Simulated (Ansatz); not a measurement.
Task: a relaxation of cell and ions of Co, space group P-3m1, with the Python package of Ansatz (0.2.0). Give the script and its output. Use: PBEsol, PAW, the default cutoff (420 eV here), 15×15×8 k-points, Fermi-Dirac smearing of 0.15 eV, collinear spin.

```cif
data_structure
_symmetry_space_group_name_H-M 'P 1'
_symmetry_Int_Tables_number 1
_cell_length_a 2.4874
_cell_length_b 2.4874
_cell_length_c 4.0633
_cell_angle_alpha 90.000
_cell_angle_beta 90.000
_cell_angle_gamma 120.000
_cell_volume 21.77
loop_
_atom_site_label
_atom_site_type_symbol
_atom_site_fract_x
_atom_site_fract_y
_atom_site_fract_z
_atom_site_occupancy
Co1 Co 0.66667 0.33333 0.25986 1
Co2 Co 0.33333 0.66667 0.74014 1
```

`vcrelax.py`:
```python
"""Relax cell and ions of Co."""

from collections import Counter
import json

import ansatz as az
from ase import Atoms
from ase.io import write
from ase.neighborlist import neighbor_list
import numpy as np
from pymatgen.core import Structure

FUNCTIONAL = "PBEsol"
KMESH = (15, 15, 8)
SMEARING = "fermi_dirac"

def edges_and_angles(cell):
    cell = np.asarray(cell)
    a, b, c = np.linalg.norm(cell, axis=1)
    cosines = cell[1] @ cell[2] / (b * c), cell[0] @ cell[2] / (a * c), cell[0] @ cell[1] / (a * b)
    return (a, b, c, *np.degrees(np.arccos(cosines)))

lattice = az.Lattice.of(
    (2.487365, 0.0, 0.0),
    (-1.243682, 2.154121, 0.0),
    (0.0, 0.0, 4.06329),
)
sites = [
    ("Co", (2 / 3, 1 / 3, 0.259861)),
    ("Co", (1 / 3, 2 / 3, 0.740139)),
]
cell = az.Crystal(lattice=lattice)
for symbol, position in sites:
    cell = cell.atom(symbol, position)
cell = cell.moments(Co=2.5)

# every cell quantity that the symmetry leaves free
calculation = (
    cell.calculation()
    .functional(FUNCTIONAL)
    .pseudopotentials("paw")
    .kpoints(*KMESH)
    .occupations(SMEARING, width=150 * az.meV)
    .spin("collinear")
    .relax(cell=True)
)
outcome = calculation.run(threads=1, events_out="co.ndjson")
with open("co.ndjson") as stream:
    events = [json.loads(line) for line in stream]
steps = [e["data"] for e in events if e["event"] == "relax_step"]
report = outcome.report
for s in steps:
    flag = "" if s["accepted"] else "  (rejected)"
    print("step %2d  E = %.5f eV  largest force component = %.4f eV/A%s" % (s["step"], s["lagrangian_ev"], s["allowed_force_max_ev_ang"], flag))

first, last = steps[0], steps[-1]
symbols = [site.symbol for site in outcome.lattice.sites]
print(f"energy gained {first['lagrangian_ev'] - last['lagrangian_ev']:.4f} eV in {len(steps) - 1} steps")
for label, vectors in (("before", first["cell_ang"]), ("after", outcome.lattice.cell_ang)):
    print(label, "a b c (A) {:.4f} {:.4f} {:.4f}  angles {:.2f} {:.2f} {:.2f}".format(*edges_and_angles(vectors)), f" V = {abs(np.linalg.det(vectors)):.3f} A^3")
print("final stress xx yy zz (GPa, compression positive):", np.round(np.diag(report["stress_gpa"]), 3) + 0.0)

relaxed = Atoms(symbols, positions=[site.position_ang for site in outcome.lattice.sites], cell=outcome.lattice.cell_ang, pbc=True)
write("relaxed.extxyz", relaxed, format="extxyz")

final = Atoms(symbols, positions=last["positions_ang"], cell=outcome.lattice.cell_ang, pbc=True)
i, j, d = neighbor_list("ijd", final, 4.5)
print("neighbours within 1.15 times the shortest distance of each atom (A)")
for atom in range(len(final)):
    near = [m for m in np.argsort(d) if i[m] == atom]
    shell = [m for m in near if d[m] < 1.15 * d[near[0]]]
    print(f"{symbols[atom]}{atom} ({len(shell)}):", ", ".join(f"{symbols[j[m]]} {d[m]:.3f}" for m in shell))

print("relaxed fractional positions")
for site in outcome.lattice.sites:
    print(f"  {site.symbol:2s}", " ".join(f"{v % 1:8.5f}" for v in np.round(site.position_frac, 5)))

energy = report["free_energy_ev"]
print("F of the Co cell: {:.6f} eV = {:.6f} Ry = {:.6f} Ha".format(energy, energy / 13.605693, energy / 27.211386))
print("Fermi level {:.4f} eV, {} k-points, {} symmetry operations".format(report["fermi_energy_ev"], report["n_kpoints"], report["n_symmetry_ops"]))

final = Structure(outcome.lattice.cell_ang, [s.symbol for s in outcome.lattice.sites], [s.position_frac for s in outcome.lattice.sites])
# first shell of each atom, within 15 % of its shortest distance
for index, site in enumerate(final):
    near = final.get_neighbors(site, 4.5)
    edge = 1.15 * min(n.nn_distance for n in near)
    shell = Counter((round(n.nn_distance, 2), n.specie.symbol) for n in near if n.nn_distance < edge)
    print(f"{index:2d} {site.specie.symbol:2s}", ", ".join(f"{count} {symbol} at {d:.2f}" for (d, symbol), count in sorted(shell.items())))
```

```console
$ python vcrelax.py
DeckWarning: basis.ecutwfc = 420 eV, auto-derived from the records' recommended cutoffs: set by Co (normal level)
step  1  E = -10185.99978 eV  largest force component = 0.5137 eV/A
step  2  E = -10186.03724 eV  largest force component = 0.3935 eV/A
step  3  E = -10186.05430 eV  largest force component = 0.0095 eV/A
step  4  E = -10186.05495 eV  largest force component = 0.0010 eV/A
step  5  E = -10186.05396 eV  largest force component = 0.0010 eV/A
step  6  E = -10186.05398 eV  largest force component = 0.0000 eV/A
step  7  E = -10186.05398 eV  largest force component = 0.0000 eV/A
step  8  E = -10186.05397 eV  largest force component = 0.0000 eV/A
energy gained 0.0542 eV in 7 steps
before a b c (A) 2.4874 2.4874 4.0633  angles 90.00 90.00 120.00  V = 21.771 A^3
after a b c (A) 2.4562 2.4562 3.9737  angles 90.00 90.00 120.00  V = 20.761 A^3
final stress xx yy zz (GPa, compression positive): [ 0.     0.    -0.001]
neighbours within 1.15 times the shortest distance of each atom (A)
Co0 (12): Co 2.441, Co 2.441, Co 2.441, Co 2.441, Co 2.441, Co 2.441, Co 2.456, Co 2.456, Co 2.456, Co 2.456, Co 2.456, Co 2.456
Co1 (12): Co 2.441, Co 2.441, Co 2.441, Co 2.441, Co 2.441, Co 2.441, Co 2.456, Co 2.456, Co 2.456, Co 2.456, Co 2.456, Co 2.456
relaxed fractional positions
  Co  0.66667  0.33333  0.25000
  Co  0.33333  0.66667  0.75000
F of the Co cell: -10186.053966 eV = -748.661165 Ry = -374.330582 Ha
Fermi level 19.5274 eV, 192 k-points, 12 symmetry operations
 0 Co 6 Co at 2.44, 6 Co at 2.46
 1 Co 6 Co at 2.44, 6 Co at 2.46
```
(Warnings from the package without file and line.)

`relaxed.extxyz`, as written:
```text
2
Lattice="2.456195309179828 -2.8505770458125695e-07 -5.146817003392747e-34 -1.2280974077227003 2.127127676934757 2.2095752925797964e-35 -8.407697581374678e-34 -4.437395945725525e-34 3.9736785777693275" Properties=species:S:1:pos:R:3 pbc="T T T"
Co       1.22809774       0.70904237       0.99342018
Co       0.00000016       1.41808502       2.98025839
```

Notes:
- Absolute energies stand on the zero of these potentials, so only differences at equal settings mean something. A total without «per atom» is that of the cell as typed.
- Other magnetic orders than the one started from may lie lower.
- The zero of the levels is a convention of the potentials, so an absolute Fermi energy is no work function.
- Energies along a relaxation are free energies. Rows at an unchanged volume are solved on a plane-wave basis chosen afresh for that cell, so the energy jumps there and such rows are no steps of the walk.
- The smearing is wide enough that free energy and stress hold a thermal part of the electrons.
- The cell relaxed to the group P6_3/mmc; tensors and edges are in the axes of the typed cell.
- This isn't the structure that Co takes at ambient conditions.
- Run time: 81 s on 1 thread of Intel(R) Xeon(R) Processor @ 2.30GHz, on a shared host, peak memory 0.67 GiB.
